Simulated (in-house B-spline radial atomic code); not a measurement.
**Sr⁷⁺: ionisation energy by several methods**

Wanted: one ionisation energy, Sr⁷⁺ to configuration [Ar] 3d10 4s2, up the ladder of functionals.

Program: in-house B-spline radial atomic code version 1. Level of theory: scalar-relativistic (X2C), several functionals, spin-polarised, exact exchange averaged over the configuration; spherical all-electron atom at the radial basis limit. These are calculated values, not measurements, unless marked.

## 1. The atom as given

* element: strontium (Z = 38)
* charge: +7
* electrons: 31
* configuration: [Ar] 3d10 4s2 4p1
* nucleus: Fermi, rms radius 4.224 fm

The outer shells:

[Ar] 3d10 4s2 4p1
```
[Ar] core
3d [↑↓][↑↓][↑↓][↑↓][↑↓]
4s [↑↓]
4p [↑ ][  ][  ]
```

Where spins are not typed, each open shell is filled with up spins first.

## 2. BHandHLYP

Settings, as recorded:

```ini
Z = 38
electrons = 31.0
configuration = [Ar] 3d10 4s2 4p1
hamiltonian = x2c
method = bhandhlyp
spin_polarised = True
nucleus = fermi
rms_radius = 4.224
mass_number = 88
atomic_mass = 87.905612253
speed_of_light = 137.035999084
exact_exchange = averaged over the configuration
```

Started as:

```console
$ python run_scf.py task.json out
```

task.json lists these runs, among others, and the program works through them in turn.

## 3. ωB97X

Settings: those of step 2 with these lines changed.

```diff
@@ -4,3 +4,3 @@
 hamiltonian = x2c
-method = bhandhlyp
+method = wb97x
 spin_polarised = True
```

## 4. PBE0

Settings: those of step 3 with these lines changed.

```diff
@@ -4,3 +4,3 @@
 hamiltonian = x2c
-method = wb97x
+method = pbe0
 spin_polarised = True
```

## 5. B97-1

Settings: those of step 4 with these lines changed.

```diff
@@ -4,3 +4,3 @@
 hamiltonian = x2c
-method = pbe0
+method = b97_1
 spin_polarised = True
```

## 6. B3LYP

Settings: those of step 5 with these lines changed.

```diff
@@ -4,3 +4,3 @@
 hamiltonian = x2c
-method = b97_1
+method = b3lyp
 spin_polarised = True
```

## 7. LC-ωPBE

Settings: those of step 6 with these lines changed.

```diff
@@ -4,3 +4,3 @@
 hamiltonian = x2c
-method = b3lyp
+method = lc_wpbe
 spin_polarised = True
```

Before running: The tabulated ionisation energy is 121.21 ± 0.06 eV (semi-empirical; NIST Atomic Spectra Database). What does each method give, and which comes nearest?

The runs gave:

| method | rung | total energy (hartree) | ΔSCF (eV) | −ε highest (eV) | ΔSCF less tabulated (eV) |
| --- | --- | --- | --- | --- | --- |
| BHandHLYP | global hybrid | -3165.3195 | 120.68 | 116.75 (4p up) | -0.53 |
| PBE0 | global hybrid | -3164.9962 | 120.58 | 114.73 (4p up) | -0.63 |
| B97-1 | global hybrid | -3165.1678 | 120.45 | 114.26 (4p up) | -0.76 |
| B3LYP | global hybrid | -3165.3355 | 120.89 | 114.49 (4p up) | -0.32 |
| ωB97X | range-separated hybrid | -3165.4206 | 120.55 | 117.23 (4p up) | -0.66 |
| LC-ωPBE | range-separated hybrid | -3164.9523 | 120.83 | 117.93 (4p up) | -0.38 |

What this shows: The tabulated ionisation energy is 121.21 ± 0.06 eV (semi-empirical; NIST Atomic Spectra Database). B3LYP comes nearest (-0.32 eV) and B97-1 is farthest (-0.76 eV, 0.63 %). Relativistic terms that these runs lack can be as large as the gaps between close methods, so the nearest may be so by luck. Spin-orbit coupling is left out. Open shells are averaged (over orientations, and over spins where the run is restricted), while tables refer to the lowest levels.
